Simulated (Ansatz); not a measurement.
A nudged elastic band was laid between two geometries of a periodic cell of 22 atoms, Al18H3C (surface Al(111), adsorbate CH3).

The calculation used Ansatz, DFT PBE-D3(BJ), scalar-relativistic, plane waves, PAW. Settings: cutoff 420 eV, k mesh 3x2x1, gaussian smearing 0.15 eV, no spin polarisation.

```json
{"movable images": "5", "climbing image": "yes", "spring": "2.0 eV/Å²", "optimiser": "quadratic models (default)", "start path": "straight line", "force threshold": "0.05 eV/Å", "iteration limit": "25", "end points": "relaxed", "atoms held": "1 to 6"}
```

First end point:

```xyz
22
Lattice="5.7276 0.0000 0.0000 4.2957 7.4403 0.0000 0.0000 0.0000 15.6765" Properties=species:S:1:pos:R:3
Al 1.432 0.827 1.000
Al 4.296 0.827 1.000
Al 2.864 3.307 1.000
Al 5.728 3.307 1.000
Al 4.296 5.787 1.000
Al 7.159 5.787 1.000
Al 0.005 1.638 3.274
Al 2.856 1.666 3.278
Al 1.424 4.149 3.341
Al 4.304 4.138 3.337
Al 2.861 6.613 3.259
Al 5.733 6.592 3.323
Al -0.023 0.029 5.548
Al 2.896 0.028 5.566
Al 1.423 2.422 5.574
Al 4.298 2.425 5.584
Al 2.863 5.004 5.560
Al 5.731 4.956 5.717
C 5.725 4.978 7.745
H 6.626 4.472 8.120
H 5.718 6.015 8.108
H 4.834 4.458 8.123
```

Last end point:

Only the atoms that move by more than 0.05 Å are listed.
```
Al11 2.869 6.592 3.323
Al12 5.725 6.613 3.259
Al13 0.032 0.028 5.566
Al14 2.841 0.029 5.548
Al17 2.867 4.956 5.717
Al18 5.727 5.004 5.560
C19 8.589 4.978 7.745
H20 9.490 4.472 8.120
H21 8.582 6.015 8.108
H22 7.698 4.458 8.123
```

(1) What changes between the two ends?

(2) Give the energies along the band, and the barrier.

(3) What is the geometry of the highest image?

Results:

(1) Contacts lost: Al18–C19. Contacts made: Al17–C19. The atom that moves furthest is H20, by 2.86 Å.

(2) The forces met the threshold. The highest image is number 3 of 0 to 6, 0.45 eV above the ends, which have the same energy within 2 meV. By the program's own check the climbing image is of a kind that is not told: the force calls were inconclusive, a negative curvature could not be distinguished from the path's own, the only one lies far off the path, or fixed occupations may fill a level only in part (lowest curvatures found: -0.54 and -0.03 eV/Å²). Limits of this set-up: coarse k mesh, thin slab, slab without dipole correction, odd electron count without spin.

```tsv
image	path coordinate (Å)	energy (eV)	Al18–C19 (Å)	Al17–C19 (Å)
0	0.00	0.00	2.03	3.60
1	1.07	0.05	2.03	3.32
2	2.14	0.21	2.06	2.97
3	3.22	0.45	2.28	2.28
4	4.27	0.21	2.96	2.06
5	5.33	0.05	3.31	2.03
6	6.39	0.00	3.60	2.03
```

(3) 
```xyz
22
Lattice="5.7276 0.0000 0.0000 4.2957 7.4403 0.0000 0.0000 0.0000 15.6765" Properties=species:S:1:pos:R:3
Al 1.432 0.827 1.000
Al 4.296 0.827 1.000
Al 2.864 3.307 1.000
Al 5.728 3.307 1.000
Al 4.296 5.787 1.000
Al 7.159 5.787 1.000
Al 0.003 1.567 3.293
Al 2.858 1.634 3.245
Al 1.421 4.087 3.316
Al 4.304 4.075 3.256
Al 2.863 6.533 3.331
Al 5.741 6.563 3.331
Al 0.008 -0.064 5.638
Al 2.896 0.170 5.514
Al 1.404 2.401 5.537
Al 4.309 2.510 5.612
Al 2.881 4.860 5.605
Al 5.698 4.913 5.621
C 7.165 5.207 7.339
H 8.036 4.692 7.791
H 7.160 6.239 7.719
H 6.317 4.670 7.808
```

Time of the run: 12 min on 1 thread of Arm Neoverse V1, on a shared host, peak memory 0.96 GiB.
